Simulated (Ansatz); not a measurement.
Predict the output of the script below (the Python package of Ansatz (0.2.0)).

`clgeh2se.py`:
```python
"""Does a wider search find a lower mean-field state of ClGeH2Se?"""

import logging
import sys

import ansatz
import numpy as np

logging.basicConfig(stream=sys.stdout, format="[%(levelname)s] %(message)s")
log = logging.getLogger("calc")
log.setLevel(logging.INFO)


def main() -> None:
    geometry_ang = [
        ("Cl", [-2.1057, 0.0181, -0.138]),
        ("Ge", [-0.1621, -0.7748, -0.2411]),
        ("Se", [1.3746, 0.8725, 0.3773]),
        ("H", [0.0157, -1.9691, 0.7224]),
        ("H", [0.9274, 1.7797, -0.762]),
    ]
    mol = ansatz.Crystal.molecule()
    for symbol, xyz in geometry_ang:
        mol = mol.atom(symbol, xyz)
    symbols = [site.symbol for site in mol.cartesian_sites]

    start = np.array([site.position_ang for site in mol.cartesian_sites])
    for factor in [1.0, 1.3]:
        xyz = (start - start.mean(axis=0)) * factor
        scaled = ansatz.Crystal.molecule()
        for symbol, place in zip(symbols, xyz):
            scaled = scaled.atom(symbol, place.tolist())
        setup = (
            scaled.calculation()
            .basis(gaussian="def2-SVP")
            .functional("pbe0", dispersion="d3bj")
            .accuracy("medium")
            .spin("collinear", total=1)
        )
        for search in ("off", "standard"):
            try:
                summary = setup.scf(lower_state_search=search).run(threads=1, pin="off").report
            except ansatz.AnsatzError as error:
                log.info(f"x{factor} search {search}: {type(error).__name__}")
                continue
            state = summary["mean_field"]["state"]
            log.info(f"all distances x{factor}, search {search:8s} E = {summary['free_energy_ev']:.5f} eV  <S^2> = {abs(state['spin_squared']):.3f}  other states met: {len(summary['mean_field']['others'])}")


if __name__ == "__main__":
    main()
```

```console
$ python clgeh2se.py
[INFO] all distances x1.0, search off      E = -134386.07170 eV  <S^2> = 0.753  other states met: 0
[INFO] all distances x1.0, search standard E = -134386.07170 eV  <S^2> = 0.753  other states met: 0
[INFO] all distances x1.3, search off      E = -134381.82401 eV  <S^2> = 0.784  other states met: 0
[INFO] all distances x1.3, search standard E = -134381.82401 eV  <S^2> = 0.784  other states met: 6
```

What to keep in mind:
- The settings weren't tested for convergence.
- The count of other states can hold repeated and symmetry-equivalent ends of the search; scaling all distances is a test, and for more than two atoms no physical path.
- The geometry comes from a force field and isn't relaxed at this level.
- The species is open-shell (spin multiplicity 2).
- Timing: 29 s on 1 thread of Arm Neoverse V1 (shared host), peak memory 0.37 GiB.

(Lines on the test bed's own set-up are left out of the output.)
